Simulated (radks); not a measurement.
**Mn⁴⁺ in [Ne] 3s2 3p5.75 3d3 4s0.25: an all-electron calculation**

An exercise on one series of results from a longer session: the logs are not shown, and one member is left open.

Method: non-relativistic Kohn-Sham, B86b exchange with PBE correlation, spin-polarised, spherical densities, point nucleus; open shells are filled with parallel spins first. Code: radks (a radial shooting solver on a logarithmic mesh, Libxc functionals) version 1.

### The atom as given

- element: manganese (Z = 25)
- charge: +4
- electrons: 21
- configuration: [Ne] 3s2 3p5.75 3d3 4s0.25

The first run:

Settings of this run:

```text
Z 25
configuration [Ne] 3s2 3p5.75 3d3 4s0.25
relativity non-relativistic
functional b86_mgc,pbe
spin polarised
nucleus point
```

Started as:

```bash
> python run_ks.py task.json out
```

This one command runs every case of the session in turn.

Steps of the session up to this table: Self-consistent calculation.

One of the session's tables, all rows but one given; the rest of the session is left out.

It belongs to the step «Orbitals and density». Radial moments (bohr):

```
  level      <r>  outermost maximum (interpolated)  90 % within  nodes
  1s up  0.06156                            0.0405        0.110      0
1s down  0.06156                            0.0405        0.110      0
  2s up   0.2825                             0.235        0.438      1
2s down   0.2821                             0.235        0.437      1
  2p up   0.2484                             0.190        0.407      0
2p down        ?                                 ?            ?      ?
  3s up   0.8366                             0.735         1.24      2
3s down   0.8399                             0.736         1.25      2
  3p up   0.8671                             0.742         1.32      1
3p down   0.8723                             0.744         1.33      1
  3d up   0.9454                             0.709         1.54      0
3d down   0.9617                             0.715         1.58      0
  4s up    2.135                              1.96         3.07      3
4s down    2.152                              1.97         3.09      3
```

Q: Estimate the row for 2p down from the others.

**Answer.** <r>: 0.2479; outermost maximum (interpolated): 0.189; 90 % within: 0.406; nodes: 0. In the column «<r>» it lies between 1s down (0.06156) and 2p up (0.2484).
